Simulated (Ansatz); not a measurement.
Working through a rigid scan of one bond length of FH4NSnZn, SMILES [F][Zn][NH][SnH3]

Computed with the Python package of Ansatz (0.2.0).

`fh4nsnzn.xyz`
```text
8

F     1.43940   -1.84430    1.59040
Zn    1.92280   -1.27290   -0.15360
N     0.87230    0.16460    0.34760
Sn   -0.94900    0.42150   -0.32540
H     1.44470    0.99600    0.03400
H    -1.70030    1.88860    0.36170
H    -1.96580   -0.96280    0.16420
H    -0.97200    0.55220   -2.07470
```

The cells in order, each with its output:

**Cell 1**
```python
from dataclasses import dataclass
import warnings

import ansatz as az
import matplotlib.pyplot as plt
import numpy as np
```

**Cell 2**
```python
@dataclass(frozen=True)
class RunConfig:
    basis_set: str = "def2-SVP"
    xc: str = "b3lyp"
```

**Cell 3**
```python
settings = RunConfig()
```

**Cell 4**
```python
warnings.simplefilter("ignore", az.DeckWarning)

molecule = az.Crystal.molecule_from_extxyz("fh4nsnzn.xyz")

symbols = [site.symbol for site in molecule.cartesian_sites]
start = np.array([site.position_ang for site in molecule.cartesian_sites])
axis = (start[1] - start[2]) / np.linalg.norm(start[1] - start[2])
moving = [0, 1]
lengths, energies = [1.57, 1.7, 1.85, 2.03, 2.31, 2.77, 3.33, 4.07], []
for length in lengths:
    xyz = start.copy()
    xyz[moving] += (length - np.linalg.norm(start[1] - start[2])) * axis
    point = az.Crystal.molecule()
    for symbol, place in zip(symbols, xyz):
        point = point.atom(symbol, place.tolist())
    base = point.calculation().basis(gaussian=settings.basis_set).functional(settings.xc).spin("collinear")
    summary = base.run(threads=1).report
    energies.append(summary["free_energy_ev"])
    print(f"r = {length:6.3f} A  E = {energies[-1]:.5f} eV  <S^2> = {abs(summary['mean_field']['state']['spin_squared']):.3f}")
```
Output:
```text
r =  1.570 A  E = -58511.85251 eV  <S^2> = 0.000
r =  1.700 A  E = -58513.03598 eV  <S^2> = 0.000
r =  1.850 A  E = -58513.59461 eV  <S^2> = 0.000
r =  2.030 A  E = -58513.67774 eV  <S^2> = 0.000
r =  2.310 A  E = -58513.35520 eV  <S^2> = 0.337
r =  2.770 A  E = -58512.84189 eV  <S^2> = 0.757
r =  3.330 A  E = -58512.55495 eV  <S^2> = 0.944
r =  4.070 A  E = -58512.44312 eV  <S^2> = 0.998
```

**Cell 5**
```python
print("energy above the lowest point (eV):", [round(e - min(energies), 3) for e in energies])
plt.figure(figsize=(4.5, 3))
plt.plot(lengths, np.array(energies) - min(energies), "o-")
plt.xlabel("bond length (A)")
plt.ylabel("E - E(min) (eV)")
plt.tight_layout()
plt.savefig("scan.png", dpi=100)
```
Output:
```text
energy above the lowest point (eV): [1.825, 0.642, 0.083, 0.0, 0.323, 0.836, 1.123, 1.235]
```

Caveats:
- Total energies depend on the basis set; only differences at equal settings carry meaning.
- The rest of the molecule is held rigid at a force-field or estimated start geometry, and the basis set is modest; single-reference methods fail as a bond breaks.
- def2 sets replace the cores of elements past krypton by effective core potentials.
- The expectation value of S² is noticeably off S(S+1) in at least one run, so that state is spin-contaminated.
- b3lyp holds the VWN-RPA fit, as in Gaussian; the form of ORCA and Turbomole is b3lyp5.
- Finished in 2.9 min on 1 thread of Arm Neoverse V1, with other jobs on the host, peak memory 0.56 GiB.
